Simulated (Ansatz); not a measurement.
# In3Ga4Sn9: the cost of one run

All numbers below are computed with Ansatz 0.2.0 (DFT PBE, scalar-relativistic, plane waves, PAW).

## Step 1: The system as given

The cell holds 16 atoms (Ga4In3Sn9): a = 7.677 Å, b = 7.502 Å, c = 7.691 Å, α = 87.14°, β = 92.53°, γ = 84.28°.

It is the last frame of an earlier stage of the same melt, run at 500 K.

As a file:

```xyz
16
Lattice="7.6657 0.3809 -0.1747 0.3809 7.4898 0.1941 -0.1747 0.1941 7.6861" Properties=species:S:1:pos:R:3 pbc="T T T"
Sn    4.5341    1.5381    4.3316
Sn    4.6114    7.6250    1.3811
Sn    7.7453    4.4326    4.0252
Sn    3.1694    5.5697    2.8877
Sn    5.6313    2.7485    1.6249
Sn    5.7779    6.5959    6.1849
Sn    1.8336    6.0913    7.0607
Sn    7.7319    5.9791    1.3683
Sn    0.9988    0.7841    1.5063
Ga    7.4742    4.5195    6.7586
Ga    1.5875    1.7124    4.3875
Ga    2.4828    3.2504    1.2535
Ga    2.4783    1.2636    6.9214
In    2.9525    3.8797    5.5374
In    6.4866    1.9582    6.5147
In    0.5695    6.9581    4.2578
```

## Step 2: Stage at 300 K

One k point, a Fermi-Dirac width of 0.050 eV and a fixed cell.

input.yaml reads:

```yaml
crystal:
  lattice:
    - [7.66572, 0.380863, -0.17468]
    - [0.380863, 7.489789, 0.194052]
    - [-0.17468, 0.194052, 7.686145]
  atoms:
    - { symbol: Sn, position: [0.5965843663, 0.1601777611, 0.5730750034] }
    - { symbol: Sn, position: [0.5564162555, 0.9854144153, 0.1674576883] }
    - { symbol: Sn, position: [0.9963216113, 0.5273406871, 0.5330222355] }
    - { symbol: Sn, position: [0.3863079105, 0.7144967054, 0.3664370949] }
    - { symbol: Sn, position: [0.7234937539, 0.3244868459, 0.2196539584] }
    - { symbol: Sn, position: [0.7310967342, 0.8227324702, 0.8005237814] }
    - { symbol: Sn, position: [0.2211158324, 0.7786158498, 0.9039940156] }
    - { symbol: Sn, position: [0.9758053293, 0.7439730372, 0.181409349] }
    - { symbol: Sn, position: [0.1301579719, 0.0929740454, 0.1965853443] }
    - { symbol: Ga, position: [0.968862556, 0.5311438669, 0.8879348717] }
    - { symbol: Ga, position: [0.2099963483, 0.203171396, 0.570471514] }
    - { symbol: Ga, position: [0.3069382924, 0.4142356675, 0.1596046896] }
    - { symbol: Ga, position: [0.3375507784, 0.1281033255, 0.9049422974] }
    - { symbol: In, position: [0.3776291348, 0.4802257363, 0.7168996706] }
    - { symbol: In, position: [0.8561142478, 0.1955842439, 0.8621025123] }
    - { symbol: In, position: [0.0410446549, 0.9131489085, 0.5318325151] }
  symmetry: { detect: false }
basis:
  ecutwfc: 420
  xc_grid: 1
kpoints:
  mp_grid: { grid: [1, 1, 1], shift: [0.25, 0.25, 0.25] }
hamiltonian:
  xc: pbe
scf:
  occupations: { method: fermi_dirac, width: 0.05 }
  lower_state_search: "off"
  convergence: { dr2_threshold: 1.0e-05 }
output:
  forces: true
  stress: true
md:
  timestep: 3.0
  n_steps: 108
  ensemble: nvt_langevin
  friction: 0.03
  temperature: 300.0
  initial_velocities: maxwell_boltzmann
  seed: 74285
```

The run is started by

```console
> ansatz run input.yaml --threads 2 --pin off --max-ram 5120MiB --backend cpu --events-out ev --progress --plain --runs-dir out
```

What time and memory should one allow on 2 threads of Arm Neoverse V2, shared host?

About 4.4 min, with a peak of 0.69 GiB.
